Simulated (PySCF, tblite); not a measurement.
# C₄H₁₂N₂Si: geometry, infrared bands and NMR shifts

Aim: predict the infrared bands and NMR shifts of C₄H₁₂N₂Si (`C=CCN(C)N[SiH3]`).

The runs use tblite 0.8.0 and PySCF 2.14.0, with density-fitted response routines of our own; the level of theory stands in each step. All values are computed, except where a source is named. Atoms count from 0, in the outputs and in this text.

## (1) The molecule as given

19 atoms, charge 0, multiplicity 1; geometry from: force field or distance geometry start.

Bonds of the start (Å): C0–C1 1.33, C1–C2 1.52, C2–N3 1.46, N3–C4 1.48, N3–N5 1.47, N5–Si6 1.72, C0–H7 1.09, C0–H8 1.08, C1–H9 1.10, C2–H10 1.10, C2–H11 1.11, C4–H12 1.09, C4–H13 1.09, C4–H14 1.09, N5–H15 1.01, Si6–H16 1.49, Si6–H17 1.48, Si6–H18 1.48.

## (2) Optimising the geometry with GFN2-xTB

The job: settings as JSON, then the geometry in Å.

```
{"job": {"kind": "relax", "xc": "GFN2-xTB", "basis": "xTB"}, "charge": 0, "multiplicity": 1}
C     -1.118900     2.026700    -1.714000
C     -1.292600     1.281000    -0.626200
C     -1.152600    -0.227300    -0.576100
N     -0.198500    -0.659800     0.445600
C     -0.264300    -2.136300     0.579700
N      1.178900    -0.302200     0.066600
Si     2.110300     0.348900     1.363200
H     -1.231400     3.113400    -1.659900
H     -0.882000     1.588400    -2.675700
H     -1.537400     1.757700     0.331800
H     -0.895200    -0.624200    -1.568300
H     -2.160800    -0.619000    -0.332000
H     -0.016000    -2.636400    -0.358900
H      0.423500    -2.497500     1.346900
H     -1.272700    -2.439000     0.875000
H      1.172100     0.432600    -0.629600
H      2.225000    -0.661300     2.450600
H      1.455400     1.583500     1.843400
H      3.447600     0.680000     0.830600
```

On the command line:

```bash
$ OMP_NUM_THREADS=1 python probes_run.py task.json out
```

This one command runs all jobs of the session in turn.

**Question.** This job is followed by: GFN2-xTB harmonic vibrations, gas phase; GIAO PBE0/pcSseg-1 NMR shielding, non-relativistic, gas phase. Predict these results of the whole session: strongest single infrared mode (GFN2-xTB); zero-point energy (GFN2-xTB); ¹³C shifts against TMS (PBE0/pcSseg-1); ¹H shifts against TMS (PBE0/pcSseg-1, means over atoms taken as alike); ¹⁵N shifts against NH3 (PBE0/pcSseg-1); ²⁹Si shifts against TMS (PBE0/pcSseg-1).

**Answer**, as computed:

| quantity | value |
| --- | --- |
| strongest single infrared mode (GFN2-xTB) | 2162 cm⁻¹, 394 km/mol |
| zero-point energy (GFN2-xTB) | 95.0 kcal/mol |
| ¹³C shifts against TMS (PBE0/pcSseg-1) | 149.0, 122.0, 70.8, 50.5 ppm |
| ¹H shifts against TMS (PBE0/pcSseg-1, means over atoms taken as alike) | 6.40, 5.42, 5.36, 4.62, 3.01, 2.53, 0.67 ppm |
| ¹⁵N shifts against NH3 (PBE0/pcSseg-1) | 92.0, 87.0 ppm |
| ²⁹Si shifts against TMS (PBE0/pcSseg-1) | -60.3 ppm |

What this shows: Over 99 steps the energy fell by 0.385 eV; of the close pairs, N3–N5 changed most, 1.473 to 1.407 Å. All 51 modes are real, so the xTB geometry is a minimum. The strongest single mode, at 2162 cm⁻¹, moves mainly H16. GFN2-xTB is a fitted tight-binding method: band positions and strengths are rough. Its intensities can rank the bands wrongly. The most deshielded carbon is C1 (alkene CH), at 149.0 ppm: an sp2 carbon of a C=C bond. The most deshielded hydrogen is H9 (hydrogen on an alkene CH), at 6.40 ppm: a vinylic proton, deshielded by the sp2 carbon and the C=C anisotropy. At PBE0/pcSseg-1: The widest tensor belongs to C1: span 236 ppm, with a paramagnetic part of -216 ppm.
